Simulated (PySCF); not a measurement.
# CH8GeSi: the cost of one run

Programs: PySCF 2.14.0, with density-fitted response routines of our own. Each step states its level of theory. These are calculated values for one molecule in the gas phase, unless marked as measured. Atoms are numbered from 0 throughout.

## (1) The molecule as given

11 atoms, charge 0, multiplicity 1; geometry from: GFN2-xTB.

Bonds of the start (Å): C0–Si1 1.90, Si1–Ge2 2.34, C0–H3 1.09, C0–H4 1.09, C0–H5 1.09, Si1–H6 1.47, Si1–H7 1.47, Ge2–H8 1.50, Ge2–H9 1.50, Ge2–H10 1.50.

## (2) Excited states and response: B3LYP/def2-SVPD

Job settings and geometry (Å):

```
{"job": {"kind": "uv", "xc": "B3LYP", "basis": "def2-SVPD", "nstates": 8, "ntriplets": 3}, "charge": 0, "multiplicity": 1}
C     -1.674669     0.458327     0.209054
Si    -0.339636    -0.690397    -0.498395
Ge     1.775909     0.068209     0.153825
H     -2.671301     0.130945    -0.071202
H     -1.547528     1.476238    -0.150666
H     -1.627424     0.486374     1.294841
H     -0.436135    -0.712444    -1.962857
H     -0.564055    -2.054940    -0.006836
H      1.863375     0.636882     1.541361
H      2.865447    -0.963253     0.150935
H      2.361441     1.166730    -0.686024
```

Level: TDDFT B3LYP/def2-SVPD, vertical, gas phase, core orbitals frozen in the response.

Launch:

```
$ OMP_NUM_THREADS=1 python probes_run.py task.json out
```

One launch serves the whole session: the jobs run in the order shown.

Q: Estimate the wall time and peak memory of this job on 1 thread of Arm Neoverse N1, shared host.

About 25 s, with a peak of 0.59 GiB.
